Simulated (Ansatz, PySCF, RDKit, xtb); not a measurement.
# CH7Ge2NSi: which of the isomers drawn lies lowest?

Which of a sample of isomers of CH7Ge2NSi is the most stable in the gas at 298.15 K, and what are its properties? The sample is small against all isomers, and the most stable one of this formula need not be in it.

Plan: many cheap relaxations first (GFN2-xTB), then density-functional screening, relaxation at PBE-D3(BJ)/def2-SVP, vibrations (at GFN2-xTB) and a final energy. The numbers are computed, not measured.

## (1) Possible bonding patterns

Isomers were taken from a list of plausible structures; this is a sample, not all of them. That gives 4 candidates.

```
label                      SMILES     spin
 c256      N#C[SiH]([GeH3])[GeH3]  singlet
 c572  N#[C][Ge@@H]([SiH3])[GeH3]  singlet
 c580       N#C[SiH2][GeH2][GeH3]  singlet
 c728     N#[C][GeH2][SiH2][GeH3]  singlet
```

Candidates are built by distance geometry, with a force field where one applies, in up to four conformers (letters a to d).

## (2) Search with GFN2-xTB

All 6 starts are relaxed the same way. One of them, c256a (taken from a list of positional isomers, embedded by distance geometry and UFF), in full:

start.xyz

```xyz
12
c256a
C      1.338663    -1.266226    -0.915262
Ge    -0.735044     1.312698    -1.409095
Ge     0.430122     0.139321     1.977367
N      1.558942    -2.354136    -1.388796
Si     0.973973     0.345451    -0.213351
H      2.187181     1.192649    -0.309628
H     -1.988527     0.411653    -1.230807
H     -0.337541     1.416504    -2.871781
H     -1.034112     2.707760    -0.793123
H      0.115145     1.574010     2.593598
H     -0.811923    -0.724716     2.107621
H      1.629231    -0.522241     2.809716
```

Command:

```
$ xtb start.xyz --gfn 2 --opt
```

What it wrote, cut to the lines that bear on the results:

```text
* xtb version 6.7.1
[...]
          :  # basis functions                  45          :
[...]
          :  # electrons                        28          :
[...]
          :  Hamiltonian                  GFN2-xTB          :
[...]
          :  net charge                          0          :
          :  unpaired electrons                  0          :
[...]
   *** convergence criteria satisfied after 15 iterations ***
[...]
   *** GEOMETRY OPTIMIZATION CONVERGED AFTER 14 ITERATIONS ***
[...]
   *** convergence criteria satisfied after 3 iterations ***
[...]
         ::                     SUMMARY                     ::
         :::::::::::::::::::::::::::::::::::::::::::::::::::::
         :: total energy             -14.149270241564 Eh    ::
         :: gradient norm              0.000945219356 Eh/a0 ::
         :: HOMO-LUMO gap              3.764671114621 eV    ::
         ::.................................................::
         :: SCC energy               -14.323184830162 Eh    ::
         :: -> isotropic ES            0.017318026962 Eh    ::
         :: -> anisotropic ES          0.001133498266 Eh    ::
         :: -> anisotropic XC          0.019491276415 Eh    ::
         :: -> dispersion             -0.008780069059 Eh    ::
         :: repulsion energy           0.173914588598 Eh    ::
         :: add. restraining           0.000000000000 Eh    ::
         :: total charge              -0.000000000000 e     ::
         :::::::::::::::::::::::::::::::::::::::::::::::::::::
[...]
        14        2.0000           -0.4001206             -10.8878 (HOMO)
        15                         -0.2617714              -7.1232 (LUMO)
[...]
          | TOTAL ENERGY              -14.149270241564 Eh   |
          | GRADIENT NORM               0.000945219356 Eh/α |
          | HOMO-LUMO GAP               3.764671114621 eV   |
           -------------------------------------------------
[...]
```

It took 0.1 s on 2 threads of Arm Neoverse V2, shared host.

## (3) What the search left

6 of the 6 relaxations converged. 6 distinct structures remain:

```
label  start                SMILES after     spin  energy (kcal/mol)
c572a  drawn  N#[C][Ge@@H]([SiH3])[GeH3]  singlet                0.0
c580a  drawn       N#C[SiH2][GeH2][GeH3]  singlet                4.3
c580b  drawn       N#C[SiH2][GeH2][GeH3]  singlet                4.5
c728b  drawn     N#[C][GeH2][SiH2][GeH3]  singlet                6.7
c728a  drawn     N#[C][GeH2][SiH2][GeH3]  singlet                6.9
c256a  drawn      N#C[SiH]([GeH3])[GeH3]  singlet               11.5
```

## (4) Single points on the low minima

A choice of the minima (the low ones first, few conformers of a pattern, up to a cap) and the lowest that fell apart get a single point at r2SCAN-D4/def2-SVP on the tight-binding geometry, and one at HF/STO-3G for comparison. The lowest singlets are also tried as triplets at the same geometry (label ending in t). The first, c572a:

input.yaml

```yaml
crystal:
  periodic: [false, false, false]
  atoms:
    - {symbol: C, position_ang: [0.938778, -0.694752, -1.728261]}
    - {symbol: Ge, position_ang: [0.871977, 0.461304, -0.196106]}
    - {symbol: Ge, position_ang: [0.404505, -1.019903, 1.636567]}
    - {symbol: N, position_ang: [0.942503, -1.382600, -2.645555]}
    - {symbol: Si, position_ang: [-0.514555, 2.307415, -0.699189]}
    - {symbol: H, position_ang: [2.353243, 0.814880, -0.109323]}
    - {symbol: H, position_ang: [-1.876587, 1.830196, -0.940586]}
    - {symbol: H, position_ang: [-0.006103, 2.999763, -1.881310]}
    - {symbol: H, position_ang: [-0.513795, 3.218354, 0.446808]}
    - {symbol: H, position_ang: [0.434998, -0.318630, 2.965260]}
    - {symbol: H, position_ang: [-0.964320, -1.631781, 1.560893]}
    - {symbol: H, position_ang: [1.353226, -2.172268, 1.773345]}
basis:
  gaussian:
    orbitals: def2-SVP
hamiltonian:
  xc: r2scan
  dispersion: d4
scf:
  lower_state_search: off
output: {orbitals: {seedname: orbitals}}
```

Command:

```
$ ansatz run input.yaml --threads 2 --pin off --max-ram 5220MiB --events-out events.jsonl --progress --plain --runs-dir runs
```

What it wrote, cut to the lines that bear on the results:

```text
Warning: RAYON_NUM_THREADS=2 ignored (pool sized by the plan → 2); use --threads N
Functional definition: r2SCAN
  name "r2SCAN"
[...]
1634 factors; their error is unknown
[...]
mean field -123533.38326083 eV, -4539.7681009009 hartree, gradient 1.0e-5 eV, S^2 0.000000; 0 other end points of the search recorded, 0 dependent functions left out
reference -123533.38327294 eV, -4539.7681013459 hartree; 49, 49 occupied and 96, 96 virtual orbitals, 1634 factors
Total energy: -123533.45947823 eV, -4539.7709018385 hartree
Checks for a lower state left out: stability, starts, cluster_reference, orbital_swaps, neighbouring_geometries, increment
```

Run time: 3.6 s. Hardware: 2 threads of Arm Neoverse V2, shared host; peak memory 0.2 GiB.

Relative energies in kcal/mol, each column from its lowest structure that stays in one piece:

```
 label                      SMILES     spin  GFN2-xTB  HF/STO-3G  r2SCAN-D4/def2-SVP
 c580a       N#C[SiH2][GeH2][GeH3]  singlet       4.3        0.2                 0.0
 c580b       N#C[SiH2][GeH2][GeH3]  singlet       4.5        0.0                 0.2
 c572a  N#[C][Ge@@H]([SiH3])[GeH3]  singlet       0.0        1.2                 3.2
 c256a      N#C[SiH]([GeH3])[GeH3]  singlet      11.5        2.1                 3.6
 c728a     N#[C][GeH2][SiH2][GeH3]  singlet       6.9        3.8                 6.5
 c728b     N#[C][GeH2][SiH2][GeH3]  singlet       6.7        3.8                 7.0
c580at       N#C[SiH2][GeH2][GeH3]  triplet         –          –               134.2
c572at  N#[C][Ge@@H]([SiH3])[GeH3]  triplet         –          –               135.1
```

## (5) Third filter: density-functional geometries

4 candidates are relaxed at PBE-D3(BJ)/def2-SVP (chosen among the lowest in one piece, one conformer a pattern). The first, c580a:

input.yaml

```yaml
crystal:
  periodic: [false, false, false]
  atoms:
    - {symbol: C, position_ang: [0.953965, -1.274360, -1.821216]}
    - {symbol: Ge, position_ang: [0.508368, 1.419615, 0.208069]}
    - {symbol: Ge, position_ang: [-0.129873, 0.257606, 2.190407]}
    - {symbol: "N", position_ang: [1.442661, -2.306165, -1.724503]}
    - {symbol: Si, position_ang: [0.180877, 0.423914, -1.899187]}
    - {symbol: H, position_ang: [0.861808, 1.113210, -2.997452]}
    - {symbol: H, position_ang: [-1.230488, 0.186409, -2.217453]}
    - {symbol: H, position_ang: [1.956363, 1.829454, 0.366785]}
    - {symbol: H, position_ang: [-0.169562, 2.776041, 0.220740]}
    - {symbol: H, position_ang: [0.203023, 0.995057, 3.453200]}
    - {symbol: H, position_ang: [-1.607768, 0.006465, 2.264779]}
    - {symbol: H, position_ang: [0.504988, -1.092134, 2.324342]}
basis:
  gaussian: {orbitals: def2-SVP}
hamiltonian: {xc: pbe, dispersion: d3bj}
scf: {lower_state_search: "off"}
relax: {f_tol: 0.006}
```

Command:

```
$ ansatz run input.yaml --threads 2 --pin off --max-ram 5220MiB --events-out events.jsonl --progress --plain --runs-dir runs
```

What it wrote, cut to the lines that bear on the results:

```text
Warning: RAYON_NUM_THREADS=2 ignored (pool sized by the plan → 2); use --threads N
[...]
Functional definition: PBE
  name "PBE"
[...]
1634 factors; their error is unknown
[...]
mean field -123511.22150209 eV, -4538.9536712889 hartree, gradient 2.4e-6 eV, S^2 0.000000; 0 other end points of the search recorded, 0 dependent functions left out
[...]
reference -123511.22154610 eV, -4538.9536729063 hartree; 49, 49 occupied and 96, 96 virtual orbitals, 1634 factors
[...]
Atom 8 at    -0.219858     2.929007     0.216299 Å, force     0.000692     0.000918     0.000210 eV/Å
Atom 9 at     0.111393     0.900726     3.436380 Å, force     0.000495     0.001115     0.000184 eV/Å
Atom 10 at    -1.599377    -0.191709     1.932097 Å, force    -0.003057    -0.000668    -0.000108 eV/Å
Atom 11 at     0.744739    -1.130822     2.060472 Å, force     0.002165    -0.004615     0.001505 eV/Å
Dipole moment:    -0.229140     0.629296     0.078755 e Å
Checks for a lower state left out: stability, starts, cluster_reference, orbital_swaps, neighbouring_geometries, increment
```

Run time: 49 s. Hardware: 2 threads of Arm Neoverse V2, shared host; peak memory 0.2 GiB.

Energy change by step (eV): 0.0000, -0.2511, -0.2732, -0.2789, -0.2811, -0.2857, -0.2878, -0.2885, -0.2887, -0.2887, -0.2888, -0.2888, -0.2889, -0.2890, -0.2891, -0.2891, -0.2892, -0.2892, -0.2892.

After the run. Bond lengths: Ge2–Ge3 2.439 Å, C1–N4 1.175 Å, C1–Si5 1.865 Å, Ge2–Si5 2.396 Å, Si5–H6 1.501 Å, Si5–H7 1.502 Å, Ge2–H8 1.552 Å, Ge2–H9 1.553 Å, Ge3–H10 1.550 Å, Ge3–H11 1.550 Å, Ge3–H12 1.547 Å. Some angles: Ge3–Ge2–Si5 108.7°, N4–C1–Si5 176.5°, C1–Si5–Ge2 106.3°, Ge2–Ge3–H10 110.2°, Ge2–Ge3–H11 109.2°, Ge2–Ge3–H12 109.1°, Ge3–Ge2–H8 111.0°, Ge3–Ge2–H9 111.6°, Si5–Ge2–H8 108.5°, Si5–Ge2–H9 108.5°.

## (6) After refinement

```
label     spin  r2SCAN-D4/def2-SVP (kcal/mol)  PBE-D3(BJ)/def2-SVP, relaxed (kcal/mol)  time
c580a  singlet                            0.0                                      0.0  49 s
c256a  singlet                            3.6                                      2.4  18 s
c572a  singlet                            3.2                                      3.4  27 s
c728a  singlet                            6.5                                      5.7  52 s
```

c580a: Bond lengths: Ge2–Ge3 2.439 Å, C1–N4 1.175 Å, C1–Si5 1.865 Å, Ge2–Si5 2.396 Å, Si5–H6 1.501 Å, Si5–H7 1.502 Å, Ge2–H8 1.552 Å, Ge2–H9 1.553 Å, Ge3–H10 1.550 Å, Ge3–H11 1.550 Å, Ge3–H12 1.547 Å. Some angles: Ge3–Ge2–Si5 108.7°, N4–C1–Si5 176.5°, C1–Si5–Ge2 106.3°, Ge2–Ge3–H10 110.2°, Ge2–Ge3–H11 109.2°, Ge2–Ge3–H12 109.1°, Ge3–Ge2–H8 111.0°, Ge3–Ge2–H9 111.6°, Si5–Ge2–H8 108.5°, Si5–Ge2–H9 108.5°.

c256a: Bond lengths: C1–N4 1.175 Å, C1–Si5 1.864 Å, Ge2–Si5 2.397 Å, Ge3–Si5 2.397 Å, Si5–H6 1.504 Å, Ge2–H7 1.549 Å, Ge2–H8 1.549 Å, Ge2–H9 1.551 Å, Ge3–H10 1.551 Å, Ge3–H11 1.549 Å, Ge3–H12 1.549 Å. Some angles: N4–C1–Si5 177.8°, C1–Si5–Ge2 107.3°, C1–Si5–Ge3 107.3°, Ge2–Si5–Ge3 112.9°, C1–Si5–H6 106.5°, Ge2–Si5–H6 111.2°, Ge3–Si5–H6 111.3°, Si5–Ge2–H7 109.2°, Si5–Ge2–H8 110.4°, Si5–Ge2–H9 108.9°.

c572a: Bond lengths: C1–Ge2 1.941 Å, Ge2–Ge3 2.443 Å, C1–N4 1.175 Å, Ge2–Si5 2.397 Å, Ge2–H6 1.552 Å, Si5–H7 1.502 Å, Si5–H8 1.502 Å, Si5–H9 1.504 Å, Ge3–H10 1.550 Å, Ge3–H11 1.548 Å, Ge3–H12 1.548 Å. Some angles: C1–Ge2–Ge3 106.2°, C1–Ge2–Si5 106.2°, Ge3–Ge2–Si5 114.2°, Ge2–C1–N4 177.6°, C1–Ge2–H6 105.2°, Ge3–Ge2–H6 111.7°, Si5–Ge2–H6 112.5°, Ge2–Ge3–H10 108.6°, Ge2–Ge3–H11 108.8°, Ge2–Ge3–H12 110.1°.

c728a: Bond lengths: C1–Ge2 1.940 Å, C1–N4 1.174 Å, Ge2–Si5 2.397 Å, Ge3–Si5 2.394 Å, Ge2–H6 1.548 Å, Ge2–H7 1.548 Å, Si5–H8 1.505 Å, Si5–H9 1.506 Å, Ge3–H10 1.550 Å, Ge3–H11 1.550 Å, Ge3–H12 1.547 Å. Some angles: C1–Ge2–Si5 105.5°, Ge2–C1–N4 176.0°, Ge2–Si5–Ge3 108.7°, C1–Ge2–H6 106.2°, C1–Ge2–H7 105.5°, Si5–Ge2–H6 115.5°, Si5–Ge2–H7 113.3°, Ge2–Si5–H8 108.0°, Ge2–Si5–H9 107.9°, Ge3–Si5–H8 111.3°.

## (7) Harmonic analysis of the finalists

The lowest few in one piece go on as finalists. In this search the thermal terms come from GFN2-xTB at its own nearest minimum. The first, c580a:

start.xyz

```xyz
12
c580a
C      0.850346    -1.283124    -1.596307
Ge     0.580415     1.597771     0.234137
Ge    -0.099269     0.165814     2.087817
N      1.285475    -2.353074    -1.383341
Si     0.170852     0.438832    -1.822427
H      0.855184     1.034761    -3.018497
H     -1.298423     0.290744    -2.095291
H      2.092884     1.936186     0.317172
H     -0.219858     2.929007     0.216299
H      0.111393     0.900726     3.436380
H     -1.599377    -0.191709     1.932097
H      0.744739    -1.130822     2.060472
```

Command:

```
$ xtb start.xyz --gfn 2 --ohess tight
```

What it wrote, cut to the lines that bear on the results:

```text
[...]
         ::                     SUMMARY                     ::
         :::::::::::::::::::::::::::::::::::::::::::::::::::::
         :: total energy             -14.160800227596 Eh    ::
         :: gradient norm              0.000510080916 Eh/a0 ::
         :: HOMO-LUMO gap              3.722659371853 eV    ::
         ::.................................................::
         :: SCC energy               -14.333999153025 Eh    ::
         :: -> isotropic ES            0.015686491167 Eh    ::
         :: -> anisotropic ES          0.000951225575 Eh    ::
         :: -> anisotropic XC          0.019998768429 Eh    ::
         :: -> dispersion             -0.008832900132 Eh    ::
         :: repulsion energy           0.173198925429 Eh    ::
         :: add. restraining           0.000000000000 Eh    ::
         :: total charge              -0.000000000000 e     ::
         :::::::::::::::::::::::::::::::::::::::::::::::::::::
[...]
          | TOTAL ENERGY              -14.160800227594 Eh   |
          | TOTAL ENTHALPY            -14.088761348992 Eh   |
          | TOTAL FREE ENERGY         -14.138130302918 Eh   |
          | GRADIENT NORM               0.000510082459 Eh/α |
[...]
```

Wall time 0.32 s (2 threads of Arm Neoverse V2, shared host).

## (8) Zero-point energy and free-energy terms

As xtb prints them, at 298.15 K, with its own treatment of low modes:

```
label                      SMILES     spin  lowest mode (cm⁻¹)  zero-point (kcal/mol)  G − E (kcal/mol)
c580a       N#C[SiH2][GeH2][GeH3]  singlet                   3                   38.0              14.2
c256a      N#C[SiH]([GeH3])[GeH3]  singlet                   4                   38.1              13.8
c572a  N#[C][Ge@@H]([SiH3])[GeH3]  singlet                  24                   37.9              14.2
c728a     N#[C][GeH2][SiH2][GeH3]  singlet                   5                   38.2              14.5
```

## (9) Energies at the top level

Each finalist gets a single point at CCSD(T)/def2-SVP + MP2/def2-TZVPP - MP2/def2-SVP.

c580a, CCSD(T)/def2-SVP:

input.yaml

```yaml
crystal:
  periodic: [false, false, false]
  atoms:
    - {symbol: C, position_ang: [0.850346, -1.283124, -1.596307]}
    - {symbol: Ge, position_ang: [0.580415, 1.597771, 0.234137]}
    - {symbol: Ge, position_ang: [-0.099269, 0.165814, 2.087817]}
    - {symbol: N, position_ang: [1.285475, -2.353074, -1.383341]}
    - {symbol: Si, position_ang: [0.170852, 0.438832, -1.822427]}
    - {symbol: H, position_ang: [0.855184, 1.034761, -3.018497]}
    - {symbol: H, position_ang: [-1.298423, 0.290744, -2.095291]}
    - {symbol: H, position_ang: [2.092884, 1.936186, 0.317172]}
    - {symbol: H, position_ang: [-0.219858, 2.929007, 0.216299]}
    - {symbol: H, position_ang: [0.111393, 0.900726, 3.436380]}
    - {symbol: H, position_ang: [-1.599377, -0.191709, 1.932097]}
    - {symbol: H, position_ang: [0.744739, -1.130822, 2.060472]}
basis:
  gaussian: {orbitals: def2-SVP}
correlation: {method: ccsd_t, frozen_orbitals: {C: 1, Si: 5, "N": 1, Ge: 9, H: 0}}
```

Command:

```
$ ansatz run input.yaml --threads 2 --pin off --max-ram 5220MiB --events-out events.jsonl --progress --plain --runs-dir runs
```

What it wrote, cut to the lines that bear on the results:

```text
Warning: RAYON_NUM_THREADS=2 ignored (pool sized by the plan → 2); use --threads N
Functional definition: HF
  name "HF"
[...]
1445 factors; integrals over basis functions are off by at most 1.4e-3 eV
[...]
mean field -123413.65261454 eV, -4535.3680808062 hartree, gradient 2.9e-6 eV, S^2 0.000000; 0 other end points of the search recorded, 0 dependent functions left out
25 core orbitals not correlated: weight in the atoms' cores, before any rotation towards them, 1.000 or more for the frozen orbitals, at most 0.000 for the correlated occupied ones
reference -123413.65261454 eV, -4535.3680808062 hartree; 24, 24 occupied and 96, 96 virtual orbitals, 1445 factors
second order -23.07998270 eV of doubles, -0.00000000 eV of singles
cycle   1  -23.04004440 eV  change    4.0e-2 eV  update   1.3e-1
[...]
cycle   9  -24.11608163 eV  change   -3.6e-5 eV  update   1.5e-5
perturbative correction -0.84857102 eV, -0.0311844097 hartree
Total energy: -123438.61726719 eV, -4536.2855148694 hartree
```

It took 56 s on 2 threads of Arm Neoverse V2, shared host; peak memory 1.1 GiB.

## (10) c580a at MP2/def2-TZVPP

Edit input.yaml of step 9 so:

```diff
@@ -16,3 +16,3 @@
 basis:
-  gaussian: {orbitals: def2-SVP}
-correlation: {method: ccsd_t, frozen_orbitals: {C: 1, Si: 5, "N": 1, Ge: 9, H: 0}}
+  gaussian: {orbitals: def2-TZVPP}
+correlation: {method: mp2, frozen_orbitals: {C: 1, Si: 5, "N": 1, Ge: 9, H: 0}}
```

Command:

```
$ ansatz run input.yaml --threads 2 --pin off --max-ram 5220MiB --events-out events.jsonl --progress --plain --runs-dir runs
```

What it wrote, cut to the lines that bear on the results:

```text
Warning: RAYON_NUM_THREADS=2 ignored (pool sized by the plan → 2); use --threads N
[... 2 set-up lines as earlier in the session ...]
[...]
1805 factors; integrals over basis functions are off by at most 8.9e-4 eV
[...]
mean field -123433.84341312 eV, -4536.1100789681 hartree, gradient 2.0e-6 eV, S^2 0.000000; 0 other end points of the search recorded, 0 dependent functions left out
25 core orbitals not correlated: weight in the atoms' cores, before any rotation towards them, 1.000 or more for the frozen orbitals, at most 0.000 for the correlated occupied ones
reference -123433.84341312 eV, -4536.1100789681 hartree; 24, 24 occupied and 249, 249 virtual orbitals, 1805 factors
second order -26.81419614 eV of doubles, -0.00000000 eV of singles
Total energy: -123460.65760926 eV, -4537.0954825009 hartree
```

Run time: 15 s. Hardware: 2 threads of Arm Neoverse V2, shared host; peak memory 0.93 GiB.

## (11) c256a at CCSD(T)/def2-SVP

input.yaml

```yaml
crystal:
  periodic: [false, false, false]
  atoms:
    - {symbol: C, position_ang: [1.364730, -1.286015, -0.911534]}
    - {symbol: Ge, position_ang: [-0.783692, 1.346672, -1.483285]}
    - {symbol: Ge, position_ang: [0.457110, 0.108331, 2.105793]}
    - {symbol: "N", position_ang: [1.544214, -2.363346, -1.345129]}
    - {symbol: Si, position_ang: [1.011905, 0.402854, -0.207044]}
    - {symbol: H, position_ang: [2.274492, 1.204332, -0.367133]}
    - {symbol: H, position_ang: [-2.037221, 0.448970, -1.337672]}
    - {symbol: H, position_ang: [-0.388188, 1.453238, -2.976692]}
    - {symbol: H, position_ang: [-1.102759, 2.760338, -0.931387]}
    - {symbol: H, position_ang: [0.158026, 1.495597, 2.730999]}
    - {symbol: H, position_ang: [-0.805239, -0.782030, 2.215894]}
    - {symbol: H, position_ang: [1.632732, -0.556216, 2.863650]}
basis:
  gaussian:
    orbitals: def2-SVP
magnetization:
  spin_polarized: false
correlation:
  method: ccsd_t
  frozen_orbitals: {C: 1, Si: 5, "N": 1, Ge: 9, H: 0}
```

Command:

```
$ ansatz run input.yaml --threads 2 --pin off --max-ram 5220MiB --events-out events.jsonl --progress --plain --runs-dir runs
```

What it wrote, cut to the lines that bear on the results:

```text
Warning: RAYON_NUM_THREADS=2 ignored (pool sized by the plan → 2); use --threads N
[... 2 set-up lines as earlier in the session ...]
[...]
1441 factors; integrals over basis functions are off by at most 1.4e-3 eV
[...]
mean field -123413.50110584 eV, -4535.3625129641 hartree, gradient 2.3e-6 eV, S^2 0.000000; 0 other end points of the search recorded, 0 dependent functions left out
25 core orbitals not correlated: weight in the atoms' cores, before any rotation towards them, 1.000 or more for the frozen orbitals, at most 0.000 for the correlated occupied ones
reference -123413.50110584 eV, -4535.3625129641 hartree; 24, 24 occupied and 96, 96 virtual orbitals, 1441 factors
second order -23.08284342 eV of doubles, -0.00000000 eV of singles
cycle   1  -23.04149843 eV  change    4.1e-2 eV  update   1.4e-1
[...]
cycle   9  -24.12475984 eV  change   -3.8e-5 eV  update   1.7e-5
perturbative correction -0.85377278 eV, -0.0313755709 hartree
Total energy: -123438.47963845 eV, -4536.2804571066 hartree
```

Wall time 49 s (2 threads of Arm Neoverse V2, shared host); peak memory 1.1 GiB.

[end of part 1 of 2]
